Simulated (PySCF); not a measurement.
**LiAs: from the state search to spectroscopic constants**

One job finds the state of LiAs, follows it along the bond with each method and fits the curves.

The runs use PySCF 2.14.0; Li cc-pVDZ, As cc-pVDZ-PP with ECP10, scalar-relativistic core potentials.

### Step 1. Set-up

The job is set up so:

```json
{
  "atoms": "Li, As",
  "charge": "0",
  "basis": "Li cc-pVDZ, As cc-pVDZ-PP with ECP10",
  "Hamiltonian": "scalar-relativistic core potentials",
  "basis functions": "37",
  "electrons treated": "26",
  "masses in u": "7.0160, 74.9216",
  "levels": "PBE0, PBE, r²SCAN, TPSSh, B3LYP, BLYP, LC-ωPBE, HF, MP2, SCS-MP2, CCSD, CCSD(T)",
  "grid": "80 radial by 434 angular points",
  "occupations": "held fixed by the projection of orbital angular momentum",
  "dissociation limit": "Li + As, each in its ground configuration",
  "starting distance in angstrom": "2.460",
  "values of 2S to try": "0, 2, 4"
}
```

Command:

```
$ OMP_NUM_THREADS=1 python dia.py task.json out
```

After this run come: First curve: PBE0; Excited determinants; PBE; r²SCAN (meta-GGA); TPSSh; B3LYP (global hybrid GGA); BLYP (GGA); LC-ωPBE; UHF (mean field); Correlated methods on the Hartree–Fock reference.

What does the calculation give? Wanted: for each run, Re; ωe; De; μ.

**Answer**, as computed:

Lowest PBE0 solution found, without spin–orbit coupling: ³Σ⁻ (triplet), unpaired electrons π ↑↑. State 2 has its PBE0 minimum 0.33 eV higher, as a spin-mixed determinant (⟨S²⟩ = 1.01), so this is no gap between pure states. State 3 has its PBE0 minimum 0.75 eV higher. State 4 has its PBE0 minimum 1.10 eV higher, as a spin-mixed determinant (⟨S²⟩ = 1.01), so this is no gap between pure states. The other levels ran on the lowest alone.

```csv
level,Re (Å),ωe (cm⁻¹),De (eV),μ (D)
UHF,2.459,430,0.55,-6.94
UHF-MP2,2.461,428,1.15,n/a
UHF-SCS-MP2,2.467,422,1.16,n/a
UHF-CCSD,2.467,421,1.20,n/a
UHF-CCSD(T),2.471,419,1.24,n/a
PBE,2.453,417,1.63,-5.62
BLYP,2.454,414,1.72,-5.37
r²SCAN,2.444,427,1.64,-6.28
TPSSh,2.446,426,1.66,-6.11
B3LYP,2.436,429,1.70,-5.87
PBE0,2.436,432,1.56,-6.17
LC-ωPBE,2.413,455,1.52,-6.74
```

De is counted to Li + As in their ground configurations. A positive dipole means Li(−)As(+).

Differences from CCSD(T) in the same basis:

```csv
level,Re (mÅ),ωe (%)
UHF,-12,+2.7
UHF-MP2,-10,+2.2
UHF-SCS-MP2,-3,+0.9
UHF-CCSD,-3,+0.5
PBE,-18,-0.5
BLYP,-16,-1.1
r²SCAN,-26,+2.0
TPSSh,-25,+1.8
B3LYP,-35,+2.5
PBE0,-35,+3.2
LC-ωPBE,-58,+8.6
```

Against CCSD(T) in the same basis, the bond length is nearest at UHF-SCS-MP2 and UHF-CCSD (-3 mÅ) and farthest at LC-ωPBE (-58 mÅ); the wavenumber is nearest at UHF-CCSD and PBE (0.5 % off) and farthest at LC-ωPBE (+8.6 %). Hartree–Fock makes the bond too short and too stiff against this reference, as it mostly does. CCSD(T) in a basis this small is itself some way from its limit, more so than the functionals. Among the levels with a De in the table, it runs from 0.55 eV (UHF) to 1.72 eV (BLYP).

Correlated steps freeze 4 core orbitals.
